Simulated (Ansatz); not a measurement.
# CuF (SMILES [F][Cu]) at revPBE/def2-TZVPP

Aim: the energy change on altering one bond length of CuF at revPBE/def2-TZVPP, from 2 runs. 

Program for the calculation: Ansatz 0.2.0.

20 further runs of the same task are left out: 20 set aside as unsound or not needed.

## 1. The system as given

CuF: 2 atoms, total charge 0, spin state singlet. As SMILES, `[F][Cu]`. The coordinates come from a PBE0-D4/def2-TZVP relaxation.

Bond lengths: F1–Cu2 1.765 Å.

## 2. A single-point energy at revPBE/def2-TZVPP

Contents of molecule.yaml:

```yaml
crystal:
  periodic: [false, false, false]
  atoms:
    - {symbol: F, position_ang: [0.751010, -0.268940, 0.377080]}
    - {symbol: Cu, position_ang: [-0.751010, 0.268940, -0.377080]}
basis:
  gaussian:
    orbitals: def2-TZVPP
total_charge: 0
hamiltonian:
  xc: {name: revPBE}
accuracy: high
output: {orbitals: {seedname: orbitals}}
```

The run is started by

```sh
$ ansatz run molecule.yaml --threads 1 --pin off --max-ram 3480MiB --events-out events.jsonl --progress --plain --runs-dir runs
```

The program printed:

```text
Warning: RAYON_NUM_THREADS=1 ignored (pool sized by the plan → 1); use --threads N
Functional definition: revPBE
  name "revPBE"
  parameter kappa = 1.245
  parameter beta = 0.06672455060314922
  exchange = pbe_x(kappa = kappa, mu = beta*pi^2/3)
  correlation = pbe_c(beta = beta)
1369 factors; integrals over basis functions are off by at most 4.3e-9 eV
mean field evaluation 1: about -47349.5078 eV, gradient 7.1e1 eV
mean field evaluation 2: about -47123.8401 eV, gradient 4.4e2 eV
mean field evaluation 4: about -47352.9763 eV, gradient 4.8e1 eV
mean field evaluation 8: about -47355.3743 eV, gradient 2.7e-1 eV
mean field evaluation 16: about -47355.3699 eV, gradient 1.8e-5 eV
mean field -47355.36985336 eV, -1740.2777434883 hartree, gradient 2.3e-8 eV, S^2 0.000000; 0 other end points of the search recorded, 0 dependent functions left out
reference -47355.36985792 eV, -1740.2777436559 hartree; 19, 19 occupied and 76, 76 virtual orbitals, 1369 factors
Total energy: -47355.36985792 eV, -1740.2777436559 hartree
```

It took 3.9 s on 1 thread of Arm Neoverse V2, shared host; peak memory 0.18 GiB.

## 3. The distorted shape

Contents of input.yaml:

```yaml
crystal:
  periodic: [false, false, false]
  atoms:
    - {symbol: F, position_ang: [1.501988, -0.537869, 0.754144]}
    - {symbol: Cu, position_ang: [-0.751010, 0.268940, -0.377080]}
basis:
  gaussian: {orbitals: def2-TZVPP}
hamiltonian: {xc: {name: revPBE}}
accuracy: high
output: {orbitals: {seedname: orbitals}}
```

The run is started by

```sh
$ ansatz run input.yaml --threads 1 --pin off --max-ram 3480MiB --events-out events.jsonl --progress --plain --runs-dir runs
```

The program printed:

```text
Warning: RAYON_NUM_THREADS=1 ignored (pool sized by the plan → 1); use --threads N
Functional definition: revPBE
  name "revPBE"
  parameter kappa = 1.245
  parameter beta = 0.06672455060314922
  exchange = pbe_x(kappa = kappa, mu = beta*pi^2/3)
  correlation = pbe_c(beta = beta)
1271 factors; integrals over basis functions are off by at most 9.6e-9 eV
mean field evaluation 1: about -47346.0197 eV, gradient 7.5e1 eV
mean field evaluation 2: about -47008.8648 eV, gradient 2.6e2 eV
mean field evaluation 4: about -47345.7363 eV, gradient 6.3e1 eV
mean field evaluation 8: about -47353.4965 eV, gradient 2.0e-1 eV
mean field evaluation 16: about -47344.3720 eV, gradient 5.2e1 eV
mean field evaluation 32: about -47353.4967 eV, gradient 4.5e-6 eV
mean field -47353.49672828 eV, -1740.2089074115 hartree, gradient 3.2e-8 eV, S^2 0.000000; 4 other end points of the search recorded, 0 dependent functions left out
reference -47353.49673228 eV, -1740.2089075582 hartree; 19, 19 occupied and 76, 76 virtual orbitals, 1271 factors
Total energy: -47353.49673228 eV, -1740.2089075582 hartree
```

It took 7.8 s on 1 thread of Arm Neoverse V2, shared host; peak memory 0.17 GiB.

## 4. What came out

At revPBE/def2-TZVPP:

```
                                                          quantity           value
                                         first shape: total energy  -1740.27774 Eh
                                          first shape: HOMO energy        -5.88 eV
                                          first shape: LUMO energy        -3.94 eV
                                        first shape: HOMO–LUMO gap         1.93 eV
                                     distorted shape: total energy  -1740.20891 Eh
                                      distorted shape: HOMO energy        -5.68 eV
                                      distorted shape: LUMO energy        -5.02 eV
                                    distorted shape: HOMO–LUMO gap         0.66 eV
energy change with the F1–Cu2 bond stretched from 1.765 to 2.647 Å        1.873 eV
```

**Reading.** With the F1–Cu2 bond stretched from 1.765 to 2.647 Å the energy rises by 1.87 eV (181 kJ/mol). The first shape isn't relaxed at this level, so the change isn't measured from a minimum. A restricted reference can't describe the breaking bond well at this length.
